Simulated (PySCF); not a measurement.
Crystal: F3GeCl, in a box.

```xyz
5
Lattice="12.0000 0.0000 0.0000 0.0000 12.0000 0.0000 0.0000 0.0000 12.0000" Properties=species:S:1:pos:R:3 pbc="T T T"
F     4.7225    4.9201    7.3729
Ge    5.7438    5.3837    6.0976
F     7.3035    4.8131    6.4529
F     5.2110    4.5880    4.6951
Cl    5.7377    7.4540    5.8397
```

Base run:

```yaml
Program: PySCF 2.14.0
Functional: r2SCAN0
Dispersion: D4
Potentials_or_basis: def2-svp (all-electron)
k_mesh: 1 × 1 × 1
Occupations: fixed
Spin: no spin polarisation
```

Its results: gap between the frontier levels 9.44 eV.

Task: The run is repeated on the same cell with these changes: functional from r2SCAN0 to X3LYP. What comes out?

Result: Gap between the frontier levels 8.44 eV.

Caveats: this is a molecule in a periodic box at the Γ point, so its band gap is the HOMO-LUMO gap; relativity is left out, which matters for the heavier elements; the basis of atomic orbitals isn't converged, which shifts pressures, moduli and gaps.

A k mesh can miss the band edges.

Not every run made on this cell is shown here.
